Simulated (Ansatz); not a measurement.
# GaH5N2S: how energies converge with the basis set

One table from this session's results is given with a row withheld; the runs are named, their logs left out.

Program: Ansatz 0.2.0, Gaussian basis. Level of theory: one geometry, several basis sets. These are calculated values, not measurements.

The runs, in order: PBE0-D4/def2-SVP; ωB97M-V/def2-SVP; PBE0-D4/def2-QZVPP; ωB97M-V/def2-QZVPP; the functionals' def2-TZVPP values are taken from earlier runs.

### Structure used throughout

An earlier PBE0-D4 in a triple-zeta def2 set relaxation fixed the geometry.

SMILES `[NH2][Ga]([NH2])[SH]`, 9 atoms, charge 0, spin multiplicity 1.

Atoms are counted from 1 here; the program's logs count them from 0.

Bond lengths: N1–Ga2 1.818 Å, N1–H5 1.006 Å, N1–H6 1.007 Å, Ga2–N3 1.815 Å, Ga2–S4 2.204 Å, N3–H7 1.006 Å, N3–H8 1.006 Å, S4–H9 1.343 Å. Angles: Ga2–N1–H5 121.0°, Ga2–N1–H6 121.1°, H5–N1–H6 111.0°, N1–Ga2–N3 121.2°, N1–Ga2–S4 120.6°, N3–Ga2–S4 117.9°, Ga2–N3–H7 121.2°, Ga2–N3–H8 122.0°, H7–N3–H8 111.4°, Ga2–S4–H9 93.8°.

The first run:

File in.yaml:

```yaml
crystal:
  periodic: [false, false, false]
  atoms:
    - {symbol: N, position_ang: [0.347236, 0.587677, -1.456444]}
    - {symbol: Ga, position_ang: [-0.149335, -0.015659, 0.185087]}
    - {symbol: N, position_ang: [0.588321, -1.512786, 0.898198]}
    - {symbol: S, position_ang: [-1.810345, 0.937580, 1.276752]}
    - {symbol: H, position_ang: [0.098709, 1.512019, -1.765503]}
    - {symbol: H, position_ang: [1.204483, 0.281318, -1.885800]}
    - {symbol: H, position_ang: [0.396107, -1.788331, 1.846075]}
    - {symbol: H, position_ang: [1.472514, -1.874080, 0.583304]}
    - {symbol: H, position_ang: [-2.059090, 1.825861, 0.301132]}
basis:
  gaussian: {orbitals: def2-SVP}
hamiltonian: {xc: pbe0, dispersion: d4}
output: {orbitals: {seedname: orbitals}}
```

Steps of the session up to this table: PBE0-D4 in def2-SVP; ωB97M-V in def2-SVP; PBE0-D4 in def2-QZVPP; ωB97M-V in def2-QZVPP.

One of the session's tables, all rows but one given; the rest of the session is left out.

It belongs to the step «Functionals by basis». 

| functional | basis | HOMO (eV) | LUMO (eV) |
| --- | --- | --- | --- |
| PBE0-D4 | def2-SVP | -6.77 | 0.25 |
| PBE0-D4 | def2-TZVPP | ? | ? |
| PBE0-D4 | def2-QZVPP | -7.14 | -0.36 |
| ωB97M-V | def2-SVP | -9.09 | 1.95 |
| ωB97M-V | def2-TZVPP | -9.38 | 1.49 |
| ωB97M-V | def2-QZVPP | -9.44 | 1.05 |

Q: Estimate the row for PBE0-D4, def2-TZVPP from the others.

The run gave: HOMO (eV): -7.07; LUMO (eV): -0.10. In the column «HOMO (eV)» it lies between PBE0-D4, def2-QZVPP (-7.14) and PBE0-D4, def2-SVP (-6.77).
